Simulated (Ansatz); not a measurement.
Write a Python script for Ansatz 0.2.0 through its Python package that makes an atomisation energy of C2H3NS, SMILES NC1=CS1. Level of theory (for the species named): MP2, def2-TZVPP basis, multiplicity 1.

```xyz
7

N    -0.4112    1.0305   -0.4067
C    -0.0009   -0.1574   -0.2146
C     0.7497   -0.9338    0.4617
S    -0.0562   -1.7623   -0.6969
H    -1.3959    1.0764   -0.8260
H    -0.3496    1.7119    0.3755
H     1.5254   -1.0335    1.2613
```

Script `c2h3ns.py`:
```python
"""Atomisation energy of C2H3NS at the given geometry."""

from collections import Counter

import ansatz as az

BASIS = "def2-TZVPP"
METHOD = "MP2"


def energy_of(molecule, charge=0, unpaired=0):
    calc = (
        molecule.calculation()
        .basis(gaussian=BASIS)
        .correlation(METHOD)
    )
    if charge:
        calc = calc.charge(charge)
    if unpaired:
        calc = calc.spin("collinear", total=unpaired)
    report = calc.run(threads=1).report
    if report["published_state_doubts"]:
        print("  doubts:", report["published_state_doubts"])
    return report["free_energy_ev"]

c2h3ns = (
    az.Crystal.molecule()
    .atom("N", [-0.4112, 1.0305, -0.4067])
    .atom("C", [-0.0009, -0.1574, -0.2146])
    .atom("C", [0.7497, -0.9338, 0.4617])
    .atom("S", [-0.0562, -1.7623, -0.6969])
    .atom("H", [-1.3959, 1.0764, -0.826])
    .atom("H", [-0.3496, 1.7119, 0.3755])
    .atom("H", [1.5254, -1.0335, 1.2613])
)

# Hund ground states
unpaired = {"N": 3, "C": 2, "S": 2, "H": 1}
counts = Counter(site.symbol for site in c2h3ns.cartesian_sites)
atom_energy = {s: energy_of(az.Crystal.molecule().atom(s, (0, 0, 0)), 0, unpaired[s]) for s in counts}
whole = energy_of(c2h3ns, 0, 0)
for s, e in atom_energy.items():
    print(f"{s:2s} x{counts[s]}  {e:14.5f} eV")
print(f"C2H3NS: {whole:.5f} eV")
split = sum(counts[s] * e for s, e in atom_energy.items()) - whole
print(f"atomisation energy (no zero-point term): {23.060548 * split:.1f} kcal/mol, {split / sum(counts.values()):.3f} eV an atom")
```

```console
$ python c2h3ns.py
N  x1     -1482.95560 eV
C  x2     -1027.46354 eV
S  x1    -10819.75141 eV
H  x3       -13.60052 eV
C2H3NS: -14424.04175 eV
atomisation energy (no zero-point term): 590.5 kcal/mol, 3.658 eV an atom
```

590.5 kcal/mol from the electronic energies, without the zero-point term.

Caveats:
- Total energies depend on the basis set; only differences at equal settings carry meaning.
- The geometry is a force-field or estimated start, not a minimum of this method, and the basis set is short of its limit. All parts are taken at fixed geometry, without zero-point energy.
- The whole script took 3.2 s on 1 thread of Intel(R) Xeon(R) 6975P-C (Granite Rapids) (shared host), peak memory 0.37 GiB.

(Lines on the test bed's own set-up are left out of the output.)
